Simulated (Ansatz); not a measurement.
# InHCl2O (SMILES [OH][In]([Cl])[Cl]): B3LYP/def2-SVP (core potential)

Aim: the electronic atomisation energy of InHCl2O at B3LYP/def2-SVP (core potential), from 5 runs. 

Program for the calculation: Ansatz 0.2.0.

59 further runs of the same task are left out: 6 that didn't finish, 53 set aside as unsound or not needed.

### 1 The molecule

The species is InHCl2O (5 atoms), meant as a singlet with charge 0. SMILES: `[OH][In]([Cl])[Cl]`. The shape is that of a PBE0-D4/def2-TZVP optimisation.

Bond lengths: O1–In2 1.961 Å, In2–Cl3 2.307 Å, In2–Cl4 2.290 Å, O1–H5 0.962 Å. Angles: O1–In2–Cl3 119.6°, O1–In2–Cl4 119.8°, Cl3–In2–Cl4 120.6°, In2–O1–H5 111.7°.

### 2 A single-point energy at B3LYP/def2-SVP (core potential)

The input, molecule.yaml:

```yaml
crystal:
  periodic: [false, false, false]
  atoms:
    - {symbol: O, position_ang: [-0.347800, 1.510200, -0.137200]}
    - {symbol: In, position_ang: [-0.087900, -0.432900, -0.100800]}
    - {symbol: Cl, position_ang: [1.722600, -1.320600, 1.019900]}
    - {symbol: Cl, position_ang: [-1.580600, -1.801600, -1.170600]}
    - {symbol: H, position_ang: [0.343600, 1.971200, 0.347200]}
basis:
  gaussian: {orbitals: def2-SVP}
hamiltonian: {xc: {name: B3LYP}}
accuracy: high
output: {orbitals: {seedname: orbitals}}
```

Run with:

```console
ansatz run molecule.yaml --threads 1 --pin off --max-ram 3480MiB --events-out events.jsonl --progress --plain --runs-dir runs
```

What it wrote:

```text
Warning: RAYON_NUM_THREADS=1 ignored (pool sized by the plan → 1); use --threads N
Functional definition: B3LYP
  name "B3LYP"
  parameter a0 = 0.2
  parameter ax = 0.72
  parameter ac = 0.81
  exchange = (1 - a0 - ax)*slater_x + ax*b88_x + a0*exact_x
  correlation = (1 - ac)*vwn_rpa_c + ac*lyp_c
1712 factors; integrals over basis functions are off by at most 8.7e-9 eV
mean field evaluation 1: about -32271.5185 eV, gradient 5.8e1 eV
mean field evaluation 2: about -32205.1263 eV, gradient 1.6e2 eV
mean field evaluation 4: about -32277.7991 eV, gradient 1.3e1 eV
mean field evaluation 8: about -32278.2778 eV, gradient 8.0e-1 eV
mean field evaluation 16: about -32278.2796 eV, gradient 6.5e-5 eV
mean field -32278.27957778 eV, -1186.2048954798 hartree, gradient 5.6e-8 eV, S^2 0.000000; 0 other end points of the search recorded, 0 dependent functions left out
reference -32278.27961732 eV, -1186.2048969327 hartree; 32, 32 occupied and 49, 49 virtual orbitals, 1712 factors
Total energy: -32278.27961732 eV, -1186.2048969327 hartree
```

Run time: 7.2 s. Hardware: 1 thread of Arm Neoverse V2, shared host; peak memory 0.28 GiB.

### 3 The Cl atom

The input, molecule.yaml:

```yaml
crystal:
  periodic: [false, false, false]
  atoms:
    - {symbol: Cl, position_ang: [0.000000, 0.000000, 0.000000]}
basis:
  gaussian:
    orbitals: def2-SVP
total_charge: 0
magnetization:
  spin_polarized: true
  initial_magnetization: 1
hamiltonian:
  xc: {name: B3LYP}
accuracy: high
```

Run the same way, it converges to -460.00600 Eh (log not shown).

### 4 The H atom

The input, run.yaml:

```yaml
basis:
  gaussian: {orbitals: def2-SVP}
crystal:
  periodic: [false, false, false]
  atoms:
    - {symbol: H, position_ang: [0.000000, 0.000000, 0.000000]}
magnetization: {spin_polarized: true, initial_magnetization: 1}
hamiltonian: {xc: {name: B3LYP}}
accuracy: high
```

Run the same way, it converges to -0.50126 Eh (log not shown).

### 5 The In atom

The input, in.yaml:

```yaml
crystal:
  periodic: [false, false, false]
  atoms:
    - {symbol: In, position_ang: [0.000000, 0.000000, 0.000000]}
basis:
  gaussian:
    orbitals: def2-SVP
magnetization:
  spin_polarized: true
  initial_magnetization: 1
hamiltonian:
  xc: {name: B3LYP}
accuracy: high
```

Run the same way, it converges to -190.18168 Eh (log not shown).

### 6 The O atom at the same level

The input, molecule.yaml:

```yaml
crystal:
  periodic: [false, false, false]
  atoms:
    - {symbol: O, position_ang: [0.000000, 0.000000, 0.000000]}
basis:
  gaussian:
    orbitals: def2-SVP
magnetization:
  spin_polarized: true
  initial_magnetization: 2
hamiltonian:
  xc: {name: B3LYP}
accuracy: high
```

Run the same way, it converges to -75.00076 Eh (log not shown).

### 7 Summary of results

Level: B3LYP/def2-SVP (core potential).

| quantity | value |
| --- | --- |
| molecule: total energy | -1186.20490 Eh |
| molecule: HOMO energy | -8.64 eV |
| molecule: LUMO energy | -2.63 eV |
| molecule: HOMO–LUMO gap | 6.00 eV |
| Cl atom: total energy | -460.00600 Eh |
| Cl atom: ⟨S²⟩ | 0.752 |
| H atom: total energy | -0.50126 Eh |
| H atom: ⟨S²⟩ | 0.750 |
| In atom: total energy | -190.18168 Eh |
| In atom: ⟨S²⟩ | 0.752 |
| O atom: total energy | -75.00076 Eh |
| O atom: ⟨S²⟩ | 2.002 |
| electronic atomisation energy | 13.856 eV |

What this shows: Taking the molecule apart into free atoms costs 13.86 eV (1337 kJ/mol), before zero-point energy and without spin-orbit coupling.
